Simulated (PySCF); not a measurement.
**[ReO2F2]+: other functionals and bases at one geometry**

An exercise on one series of results from a longer session: the logs are not shown, and one member is left open.

Method: several levels, as the steps say, no spin–orbit coupling; program: PySCF 2.14.0.

3 further runs of the same task are left out: 1 for a known fault of the program, 1 that didn't finish, 1 set aside as unsound or not needed.

### Where the work starts

5 atoms, charge 1, spin multiplicity 1.

Bond lengths: Re1–O2 1.677 Å, Re1–O3 1.677 Å, Re1–F4 1.816 Å, Re1–F5 1.816 Å. Angles: O2–Re1–O3 105.0°, O2–Re1–F4 108.4°, O2–Re1–F5 108.4°, O3–Re1–F4 108.4°, O3–Re1–F5 108.4°, F4–Re1–F5 117.7°.

Geometry (Å):

```xyz
5
F2O2Re
Re    0.0000    0.0000   -0.0451
O     0.9406    0.9406    0.9761
O    -0.9406   -0.9406    0.9761
F     1.0991   -1.0991   -0.9846
F    -1.0991    1.0991   -0.9846
```

Formal oxidation states: Re +7. An earlier session relaxed this geometry at TPSS, Re def2-SVP with ECP60, O def2-SVP, F def2-SVP (singlet, point group C2v).

At TPSS on the finer grid: E = -427.996331 Eh, HOMO -15.99 eV, LUMO -11.81 eV, Mulliken charge on Re1 +1.57 e, largest force component 0.035 eV/Å. 

Levels to run: B3LYP; PBE0; r2SCAN; M06-L; TPSS, TZVP; TPSS, x2c-SVP. Hardware: 2 threads of Intel Xeon at 2.50GHz (Skylake/Cascade Lake), shared host.

Set-up of the first run:

File run.py (the lines that set the calculation):

```python
mol = gto.M(atom='''
Re     0.00000     0.00000    -0.04507
O      0.94056     0.94056     0.97606
O     -0.94056    -0.94056     0.97606
F      1.09911    -1.09911    -0.98464
F     -1.09911     1.09911    -0.98464''',
    basis={'Re': 'def2-SVP', 'O': 'def2-SVP', 'F': 'def2-SVP'},
    ecp={'Re': 'def2-SVP'},
    charge=1, spin=0)
mf = dft.RKS(mol, xc='B3LYP')
mf.grids.atom_grid = (75, 302)
mf = mf.density_fit()  # fitting sets: Re def2-universal-JKFIT, O def2-universal-JKFIT, F def2-universal-JKFIT
mf.conv_tol = 1e-08; mf.max_cycle = 55
mf.kernel(dm0)  # dm0: the density of the relaxed state
```

Run with:

```sh
> OMP_NUM_THREADS=2 python run.py
```

Steps of the session up to this table: B3LYP; PBE0; r2SCAN; M06-L; TPSS, TZVP; TPSS, x2c-SVP.

One table of the session follows, with a row left open; its other results are not shown here.

| level | HOMO (eV) | gap (eV) | charge on Re1 (e) | dipole (D) | largest force component (eV/Å) |
| --- | --- | --- | --- | --- | --- |
| TPSS (relaxed here) | -15.99 | 4.18 | 1.57 | 0.78 | 0.04 |
| B3LYP | -17.34 | 5.84 | 1.60 | 0.70 | 0.91 |
| PBE0 | -17.67 | 6.34 | 1.65 | 0.69 | 1.51 |
| r2SCAN | -16.38 | 4.39 | 1.62 | 0.75 | 0.55 |
| M06-L | ? | ? | ? | ? | ? |
| TPSS, TZVP | -15.89 | 4.17 | 1.75 | 0.75 | 0.23 |
| TPSS, x2c-SVP | -16.24 | 4.00 | 1.49 | 0.64 | 0.57 |

Estimate the missing values for M06-L.

**Answer.** HOMO (eV): -16.39; gap (eV): 4.37; charge on Re1 (e): 1.77; dipole (D): 0.73; largest force component (eV/Å): 0.98. In the column «HOMO (eV)» it lies between B3LYP (-17.34) and r2SCAN (-16.38).

The dipole of a charged species depends on the origin, so these sizes hold for this origin alone.

In one basis the HOMO–LUMO gap runs from 4.18 eV (TPSS) to 6.34 eV (PBE0). The largest leftover force, 1.51 eV/Å with PBE0, stands at a geometry relaxed at another level. Total energies of different levels can't be compared.
